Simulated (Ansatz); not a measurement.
# C3H6B2ClF: the cost of one run

All numbers below are computed with Ansatz 0.2.0 (RKS B3LYP/STO-3G).

## Step 1: The starting structure

Bond lengths: C1–B2 1.566 Å, B2–C3 1.569 Å, C3–B4 1.645 Å, B2–C5 1.593 Å, B4–C5 1.627 Å, C5–F6 1.409 Å, C5–Cl7 1.755 Å, C1–H8 1.057 Å, C1–H9 1.181 Å, C1–H10 1.107 Å, C3–H11 1.149 Å, C3–H12 1.072 Å, B4–H13 1.087 Å. Angles (14 of 24 angles, heavy atoms first): C1–B2–C3 133.0°, C1–B2–C5 136.9°, C3–B2–C5 82.7°, B2–C3–B4 99.1°, C3–B4–C5 79.3°, B2–C5–B4 98.8°, B2–C5–F6 111.3°, B2–C5–Cl7 112.9°, B4–C5–F6 109.9°, B4–C5–Cl7 112.9°, F6–C5–Cl7 110.6°, B2–C1–H8 110.5°, B2–C1–H9 108.2°, B2–C1–H10 112.6°.

As a file:

```xyz
13

C    -1.4693   -0.3701    1.2712
B    -0.4774   -0.1524    0.0796
C     0.7482   -0.9733   -0.4554
B     1.6294    0.2605   -1.0926
C     0.3206    1.0684   -0.5614
F     0.7004    2.0032    0.4215
Cl   -0.5654    1.8583   -1.8543
H    -1.9010   -1.3336    1.2229
H    -2.3313    0.4323    1.1838
H    -1.0054   -0.1611    2.2545
H     1.3458   -1.4254    0.4159
H     0.5092   -1.7183   -1.1885
H     2.5166    0.4768   -1.6823
```

## Step 2: Preparing the start

File input.yaml:

```yaml
crystal:
  periodic: [false, false, false]
  atoms:
    - { symbol: C, position_ang: [-1.4693, -0.3701, 1.2712] }
    - { symbol: B, position_ang: [-0.4774, -0.1524, 0.0796] }
    - { symbol: C, position_ang: [0.7482, -0.9733, -0.4554] }
    - { symbol: B, position_ang: [1.6294, 0.2605, -1.0926] }
    - { symbol: C, position_ang: [0.3206, 1.0684, -0.5614] }
    - { symbol: F, position_ang: [0.7004, 2.0032, 0.4215] }
    - { symbol: Cl, position_ang: [-0.5654, 1.8583, -1.8543] }
    - { symbol: H, position_ang: [-1.901, -1.3336, 1.2229] }
    - { symbol: H, position_ang: [-2.3313, 0.4323, 1.1838] }
    - { symbol: H, position_ang: [-1.0054, -0.1611, 2.2545] }
    - { symbol: H, position_ang: [1.3458, -1.4254, 0.4159] }
    - { symbol: H, position_ang: [0.5092, -1.7183, -1.1885] }
    - { symbol: H, position_ang: [2.5166, 0.4768, -1.6823] }
basis:
  gaussian: { orbitals: STO-3G }
hamiltonian:
  xc: b3lyp
relax:
  f_tol: 0.02
  max_steps: 40
scf:
  lower_state_search: "off"
```

The run is started by

```console
> ansatz run input.yaml --threads 1 --pin off --max-ram 2048MiB --backend cpu --events-out ev --progress --plain --runs-dir out
```

Q: Estimate wall time and peak memory on 1 thread of Arm Neoverse V1, shared host.

About 59 s, with a peak of 0.14 GiB.
